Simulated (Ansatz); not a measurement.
**CH₄BLiO (SMILES [Li][O]CB): single points off equilibrium**

One table from this session's results is given with a row withheld; the runs are named, their logs left out.

Method: single points in def2-TZVPP; program: Ansatz 0.2.0, Gaussian basis.

Cores are frozen in the correlated methods. The outer core shell of Li, Na, Mg and K is correlated.

### The system as given

SMILES `[Li][O]CB`, 8 atoms, charge 0, spin multiplicity 1.

Atoms are counted from 1 here; the program's logs count them from 0.

Bond lengths: Li1–O2 1.563 Å, O2–C3 1.393 Å, C3–B4 1.541 Å, C3–H5 1.148 Å, C3–H6 1.120 Å, B4–H7 1.174 Å, B4–H8 1.205 Å. Angles: Li1–O2–C3 169.0°, O2–C3–B4 119.7°, O2–C3–H5 108.1°, O2–C3–H6 108.7°, B4–C3–H5 107.0°, B4–C3–H6 109.0°, H5–C3–H6 102.9°, C3–B4–H7 120.7°, C3–B4–H8 120.0°, H7–B4–H8 119.3°.

Coordinates:

```mol
CH4BLiO
  3D, bonds by distance, orders not assigned

  8  7  0  0  0  0  0  0  0  0999 V2000
   -2.7751   -0.5515    0.2797 Li  0  0
   -1.3678    0.1263    0.2344 O   0  0
   -0.0240    0.4833    0.1506 C   0  0
    1.0149   -0.5544   -0.3167 B   0  0
    0.0619    1.3855   -0.5539 H   0  0
    0.2984    0.9044    1.1370 H   0  0
    2.1466   -0.2615   -0.4294 H   0  0
    0.6623   -1.6683   -0.6130 H   0  0
  1  2  8  0
  2  3  8  0
  3  4  8  0
  3  5  8  0
  3  6  8  0
  4  7  8  0
  4  8  8  0
M  END
```

The first run:

File run/in.yaml:

```yaml
crystal:
  periodic: [false, false, false]
  atoms:
    - {symbol: Li, position_ang: [-2.775100, -0.551500, 0.279700]}
    - {symbol: O, position_ang: [-1.367800, 0.126300, 0.234400]}
    - {symbol: C, position_ang: [-0.024000, 0.483300, 0.150600]}
    - {symbol: B, position_ang: [1.014900, -0.554400, -0.316700]}
    - {symbol: H, position_ang: [0.061900, 1.385500, -0.553900]}
    - {symbol: H, position_ang: [0.298400, 0.904400, 1.137000]}
    - {symbol: H, position_ang: [2.146600, -0.261500, -0.429400]}
    - {symbol: H, position_ang: [0.662300, -1.668300, -0.613000]}
basis:
  gaussian: {orbitals: def2-TZVPP}
correlation: {method: ccsd_t}
output: {forces: true}
```

The command line of these runs was not kept.

Among the steps run: CCSD(T)/def2-TZVPP; PBE0-D4/def2-TZVPP; wB97M-V/def2-TZVPP; r2SCAN-D4/def2-TZVPP; PBE-D4/def2-TZVPP; HSE06-D4/def2-TZVPP; r2SCANh-D4/def2-TZVPP.

One of the session's tables, all rows but one given; the rest of the session is left out.

| method | RMS force component (eV/Å) | angle to CCSD(T) forces (°) | dipole (D) |
| --- | --- | --- | --- |
| CCSD(T) | 0.487 | reference | 5.31 |
| PBE0-D4 | 0.479 | 19.1 | 5.31 |
| wB97M-V | 0.454 | 9.4 | 5.24 |
| r2SCAN-D4 | 0.430 | 17.4 | 5.41 |
| PBE-D4 | ? | ? | ? |
| HSE06-D4 | 0.478 | 19.4 | 5.32 |
| r2SCANh-D4 | 0.462 | 17.2 | 5.41 |

Q: Estimate the row for PBE-D4 from the others.

As computed: RMS force component (eV/Å): 0.388; angle to CCSD(T) forces (°): 24.8; dipole (D): 5.23. In the column «RMS force component (eV/Å)» it is the lowest.
